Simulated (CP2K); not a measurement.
Runs of CP2K 2026.2 on CuF. The structure is tetragonal, space group P4/mmm (No. 123). Conventional cell: a = 2.471 Å, b = 2.471 Å, c = 3.417 Å, α = 90.00°, β = 90.00°, γ = 90.00°. Around Cu (site symmetry 4/mmm) lie 8 F at 2.44 Å and 4 Cu at 2.47 Å. F (site symmetry 4/mmm) has 8 Cu at 2.44 Å and 4 F at 2.47 Å as nearest neighbours. The cell was built by a generator and needn't be a form met in nature.

| level | cutoff radius of the dispersion sum (A) | gap on the mesh (eV) | pressure (GPa) | relaxed volume (Å³/atom) |
| --- | --- | --- | --- | --- |
| PBE+D3 | 20 | none | 0.0 | 10.63 |
| PBE | - | none | 0.0 | 11.04 |
| PBE+D2 | 20 | none | 0.0 | (a) |
| PBE+D3(BJ) | 20 | none | 0.0 | 10.63 |

Alike in all rows: task relaxation of cell and atoms; potentials or basis POTENTIAL_UZH Cu GTH-PBE-q11, F GTH-PBE-q7; DZVP-MOLOPT-PBE-GTH basis; no spin polarisation; cell relaxed; k mesh 8 × 8 × 6; smearing fermi-dirac 0.05 eV.

Problem. Estimate the missing entries.

Solution. (a) 10.76.

Caveats: the basis of atomic orbitals isn't converged, which shifts pressures, moduli and gaps; the run has no spin polarisation, though such a crystal can be magnetic; semilocal functionals often make such compounds metallic where correlation or magnetic order opens a gap, which also shifts bond lengths; pairwise dispersion overbinds metals, which lowers pressure and volume (some runs).

A gap of «none» marks a metal or a gap under the smearing width.
